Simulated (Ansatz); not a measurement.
# CoSn: the cost of one run

Program: Ansatz 0.2.0. Level of theory: DFT PBEsol, scalar-relativistic, plane waves, PAW. These are calculated values, not measurements.

1 further run of the same task is left out (set aside as unsound or not needed).

### Step 1. The system as given

The structure is hexagonal, space group P6/mmm (No. 191). The conventional cell has a = 5.220 Å, b = 5.220 Å, c = 4.168 Å, α = 90.00°, β = 90.00°, γ = 120.00°. Around Co (site symmetry mmm) lie 6 Sn at 2.57 to 2.61 Å and 4 Co at 2.61 Å. Sn (site symmetry -6m2) is surrounded by 6 Co at 2.57 Å. Around Sn (site symmetry 6/mmm) lie 6 Co at 2.61 Å.

Coordinates:

```cif
data_structure
_symmetry_space_group_name_H-M 'P 1'
_symmetry_Int_Tables_number 1
_cell_length_a 5.2197
_cell_length_b 5.2197
_cell_length_c 4.1685
_cell_angle_alpha 90.000
_cell_angle_beta 90.000
_cell_angle_gamma 120.000
_cell_volume 98.36
loop_
_atom_site_label
_atom_site_type_symbol
_atom_site_fract_x
_atom_site_fract_y
_atom_site_fract_z
_atom_site_occupancy
Co1 Co 0.00000 0.50000 0.00000 1
Co2 Co 0.50000 0.50000 0.00000 1
Co3 Co 0.50000 0.00000 0.00000 1
Sn1 Sn 0.66667 0.33333 0.50000 1
Sn2 Sn 0.33333 0.66667 0.50000 1
Sn3 Sn 0.00000 0.00000 0.00000 1
```

It goes back to an entry of the Materials Project.

It is the result of an earlier relaxation at this level (volume 16.39 Å³/atom; gap on the mesh: none (metal)).

### Step 2. Tight relaxation for the response runs, with the smearing for a metal

Response runs need a geometry at rest under their own mesh and occupations; hence this stricter relaxation.

File input.yaml:

```yaml
crystal:
  lattice:
    - [5.2197175453, 0.0, 0.0]
    - [-2.6098587727, 4.5204079948, 0.0]
    - [0.0, 0.0, 4.1684711704]
  atoms:
    - { symbol: Co, position: [0.0, 0.5, 0.0] }
    - { symbol: Co, position: [0.5, 0.5, 0.0] }
    - { symbol: Co, position: [0.5, 0.0, 0.0] }
    - { symbol: Sn, position: [0.6666666667, 0.3333333333, 0.5] }
    - { symbol: Sn, position: [0.3333333333, 0.6666666667, 0.5] }
    - { symbol: Sn, position: [0.0, 0.0, 0.0] }
basis:
  ecutwfc: 420
kpoints:
  mp_grid: { grid: [9, 9, 8] }
hamiltonian:
  xc: pbesol
scf:
  occupations: { method: fermi_dirac, width: 0.15 }
output:
  forces: true
  stress: true
  eigenvalues: true
relax:
  adjacent_minimum: "off"
  f_tol: 0.001
  max_steps: 60
  cell: { stress_tol: 0.01 }
```

Run with:

```
ansatz run input.yaml --threads 2 --pin off --max-ram 5120MiB --backend cpu --events-out ev --progress --plain --runs-dir out
```

**Question.** How long does this run take on 2 threads of Intel Xeon at 2.70GHz, shared host, and how much memory does it need?

About 65 s, with a peak of 0.61 GiB.
